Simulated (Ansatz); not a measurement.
# SbSe2: the cost of one run

Program: Ansatz 0.2.0. Level of theory: DFT PBE, scalar-relativistic, plane waves, PAW. These are calculated values, not measurements.

### 1 The starting structure

Symmetry: P4/mmm, No. 123, tetragonal system. Conventional cell: a = 3.365 Å, b = 3.365 Å, c = 6.975 Å, α = 90.00°, β = 90.00°, γ = 90.00°. Around Sb (site symmetry 4/mmm) lie 8 Se at 3.10 Å and 4 Sb at 3.36 Å. Around Se (site symmetry 4mm) lie 5 Se at 3.01 to 3.36 Å and 4 Sb at 3.10 Å.

Structure file:

```cif
data_structure
_symmetry_space_group_name_H-M 'P 1'
_symmetry_Int_Tables_number 1
_cell_length_a 3.3648
_cell_length_b 3.3648
_cell_length_c 6.9754
_cell_angle_alpha 90.000
_cell_angle_beta 90.000
_cell_angle_gamma 90.000
_cell_volume 78.97
loop_
_atom_site_label
_atom_site_type_symbol
_atom_site_fract_x
_atom_site_fract_y
_atom_site_fract_z
_atom_site_occupancy
Sb1 Sb 0.00000 0.00000 0.00000 1
Se1 Se 0.50000 0.50000 0.28432 1
Se2 Se 0.50000 0.50000 0.71568 1
```

A structure generator made this guess: species swapped into a database cell of Ga2Cu (P4/mmm, No. 123), with Se on the Ga sites and Sb on the Cu sites. The dimensions are guesses.

### 2 Probe: one point on a coarse mesh

Input file input.yaml:

```yaml
crystal:
  lattice:
    - [3.36479602, 0.0, 0.0]
    - [0.0, 3.36479602, 0.0]
    - [0.0, 0.0, 6.97535484]
  atoms:
    - { symbol: Sb, position: [0.0, 0.0, 0.0] }
    - { symbol: Se, position: [0.5, 0.5, 0.28432271] }
    - { symbol: Se, position: [0.5, 0.5, 0.71567729] }
basis:
  ecutwfc: 420
kpoints:
  mp_grid: { grid: [6, 6, 4] }
hamiltonian:
  xc: pbe
scf:
  occupations: { method: gaussian, width: 0.1 }
  lower_state_search: "off"
output:
  forces: true
  stress: true
  eigenvalues: true
```

Started as:

```
$ ansatz run input.yaml --threads 1 --pin off --max-ram 2560MiB --backend cpu --events-out ev --progress --plain --runs-dir out
```

**Question.** How long does this run take on 1 thread of Arm Neoverse V1, shared host, and how much memory does it need?

About 3.2 s, with a peak of 0.35 GiB.
